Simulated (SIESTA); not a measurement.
Runs of SIESTA 5.4.2 on Ta. The cell holds a slab with vacuum, 5 atoms: a = 2.860 Å, b = 2.860 Å, c = 24.341 Å, α = 90.00°, β = 90.00°, γ = 109.47°. 

```csv
level,potentials or basis,gap on the mesh (eV),largest force (eV/Å)
AM05,"PseudoDojo 0.4 standard (PBEsol files), DZP (energy shift 0.003 Ry; two zetas on semicore shells)",none,(a)
PBEsol,"PseudoDojo 0.4 standard (PBEsol files), DZP (energy shift 0.003 Ry; two zetas on semicore shells)",none,0.66
revPBE,"PseudoDojo 0.4 standard (PBE files), DZP (energy shift 0.003 Ry; two zetas on semicore shells)",none,0.46
WC,"PseudoDojo 0.4 standard (PBEsol files), DZP (energy shift 0.003 Ry; two zetas on semicore shells)",none,0.64
RPBE,"PseudoDojo 0.4 standard (PBE files), DZP (energy shift 0.003 Ry; two zetas on semicore shells)",none,0.46
```

Alike in all rows: task band structure; no spin polarisation; cell as given; k mesh 10 × 10 × 1; smearing fermi-dirac 0.05 eV; grid cutoff 800 Ry; energy shift 0.003 Ry.

Problem. Fill in the values left out.

Solution. (a) 0.68.

Caveats: spin-orbit coupling is left out, which moves the levels of the heavy elements; the basis of atomic orbitals isn't converged, which shifts pressures, moduli and gaps; the potentials were made for another functional, which shifts forces and pressure (some runs).

A k mesh can miss the band edges, and the runs leave out spin-orbit coupling on Ta.

A gap of «none» marks a metal or a gap under the smearing width.

Runs at the PBE level aren't shown here.
